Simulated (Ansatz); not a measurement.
LiFeN:

```xyz
3
Lattice="3.1006 0.0000 0.0000 -1.5503 2.6852 0.0000 0.0000 0.0000 4.1453" Properties=species:S:1:pos:R:3 pbc="T T T"
Fe    0.0000    1.7901    2.0727
N     0.0000    0.0000    2.0727
Li    0.0000    0.0000    0.0000
```

The cell comes from a database or a generator and needn't be the stable form of this composition.

Base run:

- Program: Ansatz 0.2.0
- Functional: PBE
- Potentials or basis: Ansatz PAW
- Cutoff: 420 eV (not typed: the program's choice for these potentials)
- k mesh: 10 × 10 × 7
- Occupations: fermi-dirac, width 0.05 eV
- Spin: no spin polarisation

Its results: band gap on the k mesh none (metal or under the smearing width); pressure -1.1 GPa.

Question: The run is repeated on the same cell with these changes: spin from no spin polarisation to collinear spin, ferromagnetic start. What comes out?

Answer: Band gap on the k mesh none (metal or under the smearing width); pressure -1.1 GPa; net moment -0.11 μB per cell; site moments Fe -0.10; N +0.00; Li +0.00 μB.

Caveats: the starting moments weren't kept (some runs).
